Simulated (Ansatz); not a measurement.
# C₃H₇BSi: up Jacob's ladder to CCSD(T)

One table from this session's results is given with a row withheld; the runs are named, their logs left out.

Method: functionals in def2-TZVPP, the program's frozen cores in correlated methods; program: Ansatz 0.2.0, Gaussian basis.

The runs, in order: PBE-D4, r2SCAN-D4, PBE0-D4, B3LYP-D4, ωB97X-V, ωB97M-V, B2PLYP; CCSD(T)/def2-TZVPP; MP2/def2-QZVPP; extrapolation to the limit.

## The relaxed structure

An earlier PBE0-D4 in a triple-zeta def2 set relaxation fixed the geometry.

12 atoms, charge 0, spin multiplicity 1.

Atoms are counted from 1 here; the program's logs count them from 0.

Bond lengths: B1–C2 1.540 Å, B1–H6 1.194 Å, B1–H7 1.196 Å, C2–Si3 1.927 Å, C2–C4 1.442 Å, C2–H8 1.097 Å, Si3–H9 1.482 Å, Si3–H10 1.482 Å, Si3–H11 1.485 Å, C4–C5 1.202 Å, C5–H12 1.064 Å. Angles: C2–B1–H6 120.7°, C2–B1–H7 118.9°, H6–B1–H7 120.3°, B1–C2–Si3 101.9°, B1–C2–C4 118.9°, B1–C2–H8 113.2°, Si3–C2–C4 106.1°, Si3–C2–H8 102.0°, C4–C2–H8 112.3°, C2–Si3–H9 109.9°, C2–Si3–H10 106.9°, C2–Si3–H11 109.9°, H9–Si3–H10 110.2°, H9–Si3–H11 109.9°, H10–Si3–H11 110.0°, C2–C4–C5 178.1°, C4–C5–H12 179.0°.

The first run:

in.yaml reads:

```yaml
crystal:
  periodic: [false, false, false]
  atoms:
    - {symbol: B, position_ang: [-1.362439, -0.643281, 0.773860]}
    - {symbol: C, position_ang: [-0.420511, -0.292397, -0.392449]}
    - {symbol: Si, position_ang: [1.309047, -0.690595, 0.357962]}
    - {symbol: C, position_ang: [-0.354247, 1.074264, -0.846291]}
    - {symbol: C, position_ang: [-0.266359, 2.219089, -1.202390]}
    - {symbol: H, position_ang: [-1.749886, 0.204132, 1.520097]}
    - {symbol: H, position_ang: [-1.633998, -1.791379, 0.972128]}
    - {symbol: H, position_ang: [-0.477759, -1.005343, -1.224129]}
    - {symbol: H, position_ang: [1.535567, 0.131873, 1.570322]}
    - {symbol: H, position_ang: [2.315436, -0.361507, -0.678294]}
    - {symbol: H, position_ang: [1.388963, -2.132784, 0.703670]}
    - {symbol: H, position_ang: [-0.206912, 3.232628, -1.520387]}
basis:
  gaussian: {orbitals: def2-TZVPP}
hamiltonian: {xc: pbe, dispersion: d4}
output: {forces: true, orbitals: {seedname: orbitals}}
```

On the command line:

```
> ansatz run in.yaml --threads 4 --pin off --events-out ev --progress --plain --max-ram 10444MiB
```

Among the steps run: PBE-D4 (GGA); r2SCAN-D4 (meta-GGA); PBE0-D4 (hybrid); B3LYP-D4 (hybrid); ωB97X-V (range-separated); ωB97M-V (range-separated); B2PLYP (double hybrid); CCSD(T) in def2-TZVPP; MP2 in def2-QZVPP.

One table of the session follows, with a row left open; its other results are not shown here.

| method | atomisation energy (eV) |
| --- | --- |
| PBE-D4 | 47.975 |
| r2SCAN-D4 | 47.366 |
| PBE0-D4 | ? |
| B3LYP-D4 | 47.305 |
| ωB97X-V | 47.252 |
| ωB97M-V | 47.348 |
| B2PLYP | 46.830 |
| HF/def2-TZVPP | 35.791 |
| MP2/def2-TZVPP | 46.741 |
| CCSD/def2-TZVPP | 45.337 |
| CCSD(T)/def2-TZVPP | 45.993 |
| MP2/CBS | 47.810 |
| CCSD(T)/CBS | 47.063 |

Estimate the missing values for PBE0-D4.

The run gave: atomisation energy (eV): 47.391. In the column «atomisation energy (eV)» it lies between r2SCAN-D4 (47.366) and MP2/CBS (47.810).

To keep in mind: Free atoms (1 B, 3 C, 1 Si, 7 H) were run apart at each level; the atomisation energy is their sum less the molecule, without zero-point or spin-orbit terms.
